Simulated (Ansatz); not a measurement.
# C3H4AlCl: the cost of one run

The runs use Ansatz 0.2.0; RKS CAM-B3LYP-D4/def2-SVP.

### Step 1. Starting geometry

SMILES `[AlH2][CH]=C=CCl`, 9 atoms, charge 0, spin multiplicity 1.

Atoms are counted from 1 here; the program's logs count them from 0.

Bond lengths: Cl1–C2 1.751 Å, C2–C3 1.321 Å, C2–H6 1.101 Å, C3–C4 1.321 Å, C4–Al5 1.963 Å, C4–H7 1.109 Å, Al5–H8 1.600 Å, Al5–H9 1.596 Å. Angles: Cl1–C2–C3 122.5°, Cl1–C2–H6 114.3°, C3–C2–H6 123.2°, C2–C3–C4 175.8°, C3–C4–Al5 117.2°, C3–C4–H7 118.9°, Al5–C4–H7 123.9°, C4–Al5–H8 119.6°, C4–Al5–H9 117.4°, H8–Al5–H9 123.0°.

Geometry (Å):

```csv
atom,x (Å),y (Å),z (Å)
Cl1,1.2678,2.4547,1.6143
C2,0.6068,1.8740,0.1008
C3,0.5901,0.5929,-0.2208
C4,0.4866,-0.6945,-0.4978
Al5,-1.1185,-1.6246,0.1431
H6,0.2158,2.6660,-0.5562
H7,1.3153,-1.1941,-1.0396
H8,-1.2387,-3.2091,-0.0407
H9,-2.2520,-0.7411,0.8364
```

This geometry comes from a loose relaxation at PBE in a small basis, which is not shown.

### Step 3. Setting up the map

First coordinate, angle C2–C3–C4 (carried through 180): 15 values from 140.0 to 220.0 °. Second coordinate, change of the bonds C3–C2, C3–C4, all alike: 15 values from −0.144 to 0.222 Å.

Nothing else is relaxed (all other coordinates rigid). Energies count from the relaxed molecule at the same level. Points are written as (first, second).

(The set-up runs are not shown.)

### Step 4. Grid point (174.3°, −0.118 Å)

input.yaml reads:

```yaml
crystal:
  periodic: [false, false, false]
  atoms:
    - { symbol: Cl, position_ang: [1.239956, 2.339657, 1.580485] }
    - { symbol: C, position_ang: [0.585628, 1.750986, 0.077759] }
    - { symbol: C, position_ang: [0.573457, 0.595011, -0.203553] }
    - { symbol: C, position_ang: [0.455199, -0.567579, -0.432768] }
    - { symbol: Al, position_ang: [-1.148872, -1.474024, 0.196004] }
    - { symbol: H, position_ang: [0.193064, 2.525375, -0.584001] }
    - { symbol: H, position_ang: [1.275413, -1.068679, -0.966124] }
    - { symbol: H, position_ang: [-1.299561, -3.033085, -0.014544] }
    - { symbol: H, position_ang: [-2.258151, -0.602247, 0.901351] }
basis:
  gaussian: { orbitals: def2-SVP }
hamiltonian:
  xc: { name: CAM-B3LYP }
  dispersion: d4
output:
  forces: true
```

Run with:

```bash
$ ansatz run input.yaml --threads 1 --pin off --max-ram 2560MiB --backend cpu --events-out ev --progress --plain --runs-dir out
```

Q: Estimate wall time and peak memory on 1 thread of Arm Neoverse V2, shared host.

About 4.3 s, with a peak of 0.21 GiB.
